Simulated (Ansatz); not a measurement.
**CH₂BFN₂: basis-set convergence**

Aim: see how fast density functionals converge with the basis set for CH₂BFN₂.

Program: Ansatz 0.2.0, Gaussian basis. Level of theory: one geometry, several basis sets. These are calculated values, not measurements.

The runs, in order: PBE0-D4/def2-SVP; ωB97M-V/def2-SVP; PBE0-D4/def2-QZVPP; ωB97M-V/def2-QZVPP; the functionals' def2-TZVPP values are taken from earlier runs.

## Step 1: The geometry

An earlier PBE0-D4 in a triple-zeta def2 set relaxation fixed the geometry.

SMILES `FB1N=CN1`, 7 atoms, charge 0, spin multiplicity 1.

Atoms are counted from 1 here; the program's logs count them from 0.

Bond lengths: F1–B2 1.304 Å, B2–N3 1.477 Å, B2–N5 1.480 Å, N3–C4 1.291 Å, C4–N5 1.414 Å, C4–H6 1.092 Å, N5–H7 1.011 Å. Angles: F1–B2–N3 133.6°, F1–B2–N5 131.1°, N3–B2–N5 94.7°, B2–N3–C4 79.9°, N3–C4–N5 107.0°, N3–C4–H6 128.7°, N5–C4–H6 124.4°, B2–N5–C4 76.0°, B2–N5–H7 128.6°, C4–N5–H7 121.7°.

## Step 2: PBE0-D4 in def2-SVP

Input file in.yaml:

```yaml
crystal:
  periodic: [false, false, false]
  atoms:
    - {symbol: F, position_ang: [0.939417, -1.815642, -0.882312]}
    - {symbol: B, position_ang: [0.234528, -0.915532, -0.254549]}
    - {symbol: N, position_ang: [-0.102733, -0.696093, 1.166982]}
    - {symbol: C, position_ang: [-0.321218, 0.486364, 0.697016]}
    - {symbol: N, position_ang: [-0.324240, 0.376211, -0.713102]}
    - {symbol: H, position_ang: [-0.471465, 1.420632, 1.242564]}
    - {symbol: H, position_ang: [0.106814, 1.076059, -1.302201]}
basis:
  gaussian: {orbitals: def2-SVP}
hamiltonian: {xc: pbe0, dispersion: d4}
output: {orbitals: {seedname: orbitals}}
```

Command:

```bash
$ ansatz run in.yaml --threads 2 --pin off --events-out ev --progress --plain --max-ram 4352MiB
```

The log of the run:

```text
Functional definition: PBE0
  name "PBE0"
  cite "Adamo & Barone, J. Chem. Phys. 110, 6158 (1999) doi:10.1063/1.478522"
  cite "Perdew, Burke & Ernzerhof, Phys. Rev. Lett. 77, 3865 (1996) doi:10.1103/PhysRevLett.77.3865"
  parent pbe
  parameter a = 0.25
  parameter kappa = 0.804
  parameter beta = 0.06672455060314922
  exchange = (1 - a)*pbe_x(kappa = kappa, mu = beta*pi^2/3) + a*exact_x
  correlation = pbe_c(beta = beta)
920 factors; their error is unknown
mean field evaluation 1: about -7424.2874 eV, gradient 5.4e1 eV
mean field evaluation 2: about -7420.5306 eV, gradient 6.7e1 eV
mean field evaluation 4: about -7430.0165 eV, gradient 3.2e0 eV
mean field evaluation 8: about -7430.0341 eV, gradient 4.6e-2 eV
mean field evaluation 16: about -7430.0301 eV, gradient 3.4e-5 eV
mean field -7430.03005295 eV, -273.0485681907 hartree, gradient 3.4e-5 eV, S^2 0.000000; 0 other end points of the search recorded, 0 dependent functions left out
reference -7430.03007470 eV, -273.0485689898 hartree; 18, 18 occupied and 62, 62 virtual orbitals, 920 factors
Total energy: -7430.12648006 eV, -273.0521118214 hartree
```

It took 0.95 s on 2 threads of Arm Neoverse V2, shared host.

## Step 3: ωB97M-V in def2-SVP

Changes to in.yaml since step 2:

```diff
@@ -12,3 +12,3 @@
   gaussian: {orbitals: def2-SVP}
-hamiltonian: {xc: pbe0, dispersion: d4}
+hamiltonian: {xc: {name: wB97M-V}}
 output: {orbitals: {seedname: orbitals}}
```

The command is unchanged.

The log of the run, shortened:

```text
Functional definition: wB97M-V
  name "wB97M-V"
  cite "Mardirossian & Head-Gordon, J. Chem. Phys. 144, 214110 (2016) doi:10.1063/1.4952647"
  cite "Becke, J. Chem. Phys. 107, 8554 (1997) doi:10.1063/1.475007"
  cite "Vydrov & Van Voorhis, J. Chem. Phys. 133, 244103 (2010) doi:10.1063/1.3521275"
  # Of w^i u^j: cxij and so on, Table III.
[...]
  gx(w, u) = 1 - cx + cx01*u + cx10*w
  gss(w, u) = css00 + css04*u^4 + css10*w + css20*w^2 + css43*w^4*u^3
  gos(w, u) = cos00 + cos10*w + (cos20 + cos21*u)*w^2 + (cos60 + cos61*u)*w^6
[...]
      + integral(e_c_pw_mod_opposite_spin*gos(b97_w_opposite, b97_u_opposite)) + vv10(b, c)
920 factors; their error is unknown
198 factors; integrals over basis functions are off by at most 8.3e-6 eV
[...]
mean field -7435.90429496 eV, -273.2644426027 hartree, gradient 2.2e-5 eV, S^2 0.000000; 0 other end points of the search recorded, 0 dependent functions left out
reference -7435.90432825 eV, -273.2644438262 hartree; 18, 18 occupied and 62, 62 virtual orbitals, 920 factors
Total energy: -7435.90432825 eV, -273.2644438262 hartree
```

Wall time 3.7 s (2 threads of Arm Neoverse V2, shared host).

## Step 4: PBE0-D4 in def2-QZVPP

Changes to in.yaml since step 3:

```diff
@@ -11,4 +11,4 @@
 basis:
-  gaussian: {orbitals: def2-SVP}
-hamiltonian: {xc: {name: wB97M-V}}
+  gaussian: {orbitals: "def2-QZVPP.json"}
+hamiltonian: {xc: pbe0, dispersion: d4}
 output: {orbitals: {seedname: orbitals}}
```

The command is unchanged.

The log of the run:

```text
Functional definition: PBE0
  name "PBE0"
  cite "Adamo & Barone, J. Chem. Phys. 110, 6158 (1999) doi:10.1063/1.478522"
  cite "Perdew, Burke & Ernzerhof, Phys. Rev. Lett. 77, 3865 (1996) doi:10.1103/PhysRevLett.77.3865"
  parent pbe
  parameter a = 0.25
  parameter kappa = 0.804
  parameter beta = 0.06672455060314922
  exchange = (1 - a)*pbe_x(kappa = kappa, mu = beta*pi^2/3) + a*exact_x
  correlation = pbe_c(beta = beta)
1021 factors; their error is unknown
mean field evaluation 1: about -7431.0981 eV, gradient 6.6e1 eV
mean field evaluation 2: about -7424.9169 eV, gradient 8.3e1 eV
mean field evaluation 4: about -7438.9714 eV, gradient 6.8e0 eV
mean field evaluation 8: about -7439.0589 eV, gradient 3.3e-1 eV
mean field evaluation 16: about -7439.0590 eV, gradient 4.3e-5 eV
mean field -7439.05901820 eV, -273.3803765435 hartree, gradient 4.3e-5 eV, S^2 0.000000; 0 other end points of the search recorded, 0 dependent functions left out
reference -7439.05904825 eV, -273.3803776479 hartree; 18, 18 occupied and 327, 327 virtual orbitals, 1021 factors
Total energy: -7439.15545361 eV, -273.3839204795 hartree
```

Run time: 6.5 s. Hardware: 2 threads of Arm Neoverse V2, shared host; peak memory 0.94 GiB.

## Step 5: ωB97M-V in def2-QZVPP

Changes to in.yaml since step 4:

```diff
@@ -12,3 +12,3 @@
   gaussian: {orbitals: "def2-QZVPP.json"}
-hamiltonian: {xc: pbe0, dispersion: d4}
+hamiltonian: {xc: {name: wB97M-V}}
 output: {orbitals: {seedname: orbitals}}
```

Launched as before.

The log of the run, shortened:

```text
Functional definition: wB97M-V
  name "wB97M-V"
  cite "Mardirossian & Head-Gordon, J. Chem. Phys. 144, 214110 (2016) doi:10.1063/1.4952647"
  cite "Becke, J. Chem. Phys. 107, 8554 (1997) doi:10.1063/1.475007"
  cite "Vydrov & Van Voorhis, J. Chem. Phys. 133, 244103 (2010) doi:10.1063/1.3521275"
  # Of w^i u^j: cxij and so on, Table III.
[...]
  gx(w, u) = 1 - cx + cx01*u + cx10*w
  gss(w, u) = css00 + css04*u^4 + css10*w + css20*w^2 + css43*w^4*u^3
  gos(w, u) = cos00 + cos10*w + (cos20 + cos21*u)*w^2 + (cos60 + cos61*u)*w^6
[...]
      + integral(e_c_pw_mod_opposite_spin*gos(b97_w_opposite, b97_u_opposite)) + vv10(b, c)
1021 factors; their error is unknown
258 factors; integrals over basis functions are off by at most 7.9e-6 eV
[...]
mean field -7445.12009167 eV, -273.6031168853 hartree, gradient 5.6e-5 eV, S^2 0.000000; 0 other end points of the search recorded, 0 dependent functions left out
reference -7445.12014158 eV, -273.6031187194 hartree; 18, 18 occupied and 327, 327 virtual orbitals, 1021 factors
Total energy: -7445.12014158 eV, -273.6031187194 hartree
```

Run time: 16 s. Hardware: 2 threads of Arm Neoverse V2, shared host; peak memory 1.1 GiB.

## Step 6: Functionals by basis

The def2-TZVPP values come from earlier runs at the same geometry.

```csv
functional,basis,functions,energy (eV),from the largest (eV),HOMO (eV),LUMO (eV)
PBE0-D4,def2-SVP,80,-7430.1265,9.029,-7.46,-1.08
PBE0-D4,def2-TZVPP,183,-7438.7477,0.408,-7.67,-1.24
PBE0-D4,def2-QZVPP,345,-7439.1555,0.000,-7.71,-1.29
ωB97M-V,def2-SVP,80,-7435.9043,9.216,-9.71,1.23
ωB97M-V,def2-TZVPP,183,-7444.7416,0.379,-9.95,0.99
ωB97M-V,def2-QZVPP,345,-7445.1201,0.000,-9.99,0.90
```

## Step 7: Outcome

| quantity | value |
| --- | --- |
| PBE0-D4: double and triple zeta above quadruple | 9.03, 0.41 eV |
| ωB97M-V: double and triple zeta above quadruple | 9.22, 0.38 eV |

**Reading.** PBE0-D4 gains 8.62 eV from double to triple zeta, then 0.41 eV more. These are total energies; as a rule much of such shifts cancels in differences, which this series doesn't test.

For PBE0-D4 the largest set took about 7 times as long as the smallest (6.5 s against 0.95 s).
